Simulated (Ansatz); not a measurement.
Working through an atomisation energy of AlFH4SiTe, SMILES F[SiH]([AlH2])[TeH]

Computed with the Ansatz DFT code, driven from Python.

Contents of `alfh4site.xyz`:
```text
8

F    -2.21150   -0.96260   -0.02940
Si   -0.63970   -0.67160    0.33760
Al   -0.07750    1.56440   -0.16490
Te    0.85130   -2.19520   -1.01360
H    -0.41740   -0.93760    1.75150
H    -0.17690    2.12790   -1.64590
H     0.52170    2.52020    1.01330
H     2.24220   -1.50270   -0.30430
```

The cells in order, each with its output:

In [1]:
```python
from collections import Counter

import ansatz as az
```

In [2]:
```python
def total_energy(molecule, charge=0, unpaired=0):
    calc = (
        molecule.calculation()
        .basis(gaussian="def2-SVP")
        .functional("HF")
    )
    if charge:
        calc = calc.charge(charge)
    if unpaired:
        calc = calc.spin("collinear", total=unpaired)
    return calc.run().report["free_energy_ev"]
```

In [3]:
```python
system = az.Crystal.molecule_from_extxyz("alfh4site.xyz")
```

In [4]:
```python
unpaired = {"F": 1, "Si": 2, "Al": 1, "Te": 2, "H": 1}
counts = Counter(site.symbol for site in system.cartesian_sites)
atom_energy = {s: total_energy(az.Crystal.molecule().atom(s, (0, 0, 0)), 0, unpaired[s]) for s in counts}
whole = total_energy(system, 0, 0)
for s, e in atom_energy.items():
    print(f"{s:2s} x{counts[s]}  {e:14.5f} eV")
print(f"AlFH4SiTe: {whole:.5f} eV")
split = sum(counts[s] * e for s, e in atom_energy.items()) - whole
print(f"atomisation energy (no zero-point term): {96.485332 * split:.1f} kJ/mol, {split / sum(counts.values()):.3f} eV an atom")
```
```text
F  x1     -2701.65667 eV
Si x1     -7857.37291 eV
Al x1     -6579.42303 eV
Te x1     -7265.35339 eV
H  x4       -13.58606 eV
AlFH4SiTe: -24474.02437 eV
atomisation energy (no zero-point term): 1531.6 kJ/mol, 1.984 eV an atom
```

1531.6 kJ/mol from the electronic energies, without the zero-point term.

Caveats:
- Total energies depend on the basis set; only differences at equal settings carry meaning.
- The geometry is a force-field or estimated start, not a minimum of this method, and the basis set is short of its limit. All parts are taken at fixed geometry, without zero-point energy.
- def2 sets replace the cores of elements past krypton by effective core potentials.
- Hartree-Fock leaves correlation out, so bond, atomisation and ionisation energies come out well too low.
- The spin-orbit lowering of heavy atoms is left out.
- It ran for 1.7 s on 1 thread of Arm Neoverse V2 (shared host), peak memory 0.24 GiB.
